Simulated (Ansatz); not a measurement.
# ClF2H2HfN: the cost of one run

Method: RKS PBE0/def2-SVP, in Ansatz 0.2.0.

1 further run of the same task is left out (it didn't finish).

### 1 Starting point

Bond lengths: Hf1–Cl2 2.520 Å, Hf1–F3 1.980 Å, Hf1–F4 1.979 Å, Hf1–N5 2.208 Å, N5–H6 1.060 Å, N5–H7 1.060 Å. Angles: Cl2–Hf1–F3 109.4°, Cl2–Hf1–F4 109.5°, Cl2–Hf1–N5 109.5°, F3–Hf1–F4 109.5°, F3–Hf1–N5 109.5°, F4–Hf1–N5 109.5°, Hf1–N5–H6 120.0°, Hf1–N5–H7 120.0°, H6–N5–H7 120.0°.

As a file:

```xyz
7

Hf    0.0000    0.0000    0.0000
Cl    0.0000    0.0000    2.5200
F     1.8671    0.0000   -0.6593
F    -0.9326    1.6157   -0.6593
N    -1.0409   -1.8034   -0.7359
H    -1.5759   -2.4197   -0.0595
H    -1.0055   -2.0526   -1.7656
```

### 2 Preparing the start

Contents of input.yaml:

```yaml
crystal:
  periodic: [false, false, false]
  atoms:
    - { symbol: Hf, position_ang: [0.0, 0.0, 0.0] }
    - { symbol: Cl, position_ang: [0.0, 0.0, 2.52] }
    - { symbol: F, position_ang: [1.8671, 0.0, -0.6593] }
    - { symbol: F, position_ang: [-0.9326, 1.6157, -0.6593] }
    - { symbol: "N", position_ang: [-1.0409, -1.8034, -0.7359] }
    - { symbol: H, position_ang: [-1.5759, -2.4197, -0.0595] }
    - { symbol: H, position_ang: [-1.0055, -2.0526, -1.7656] }
basis:
  gaussian: { orbitals: def2-SVP }
hamiltonian:
  xc: pbe0
relax:
  f_tol: 0.02
  max_steps: 40
```

Launch:

```console
ansatz run input.yaml --threads 2 --pin off --max-ram 3072MiB --backend cpu --events-out ev --progress --plain --runs-dir out
```

Q: Estimate wall time and peak memory on 2 threads of Arm Neoverse V2, shared host.

About 70 s, with a peak of 0.22 GiB.
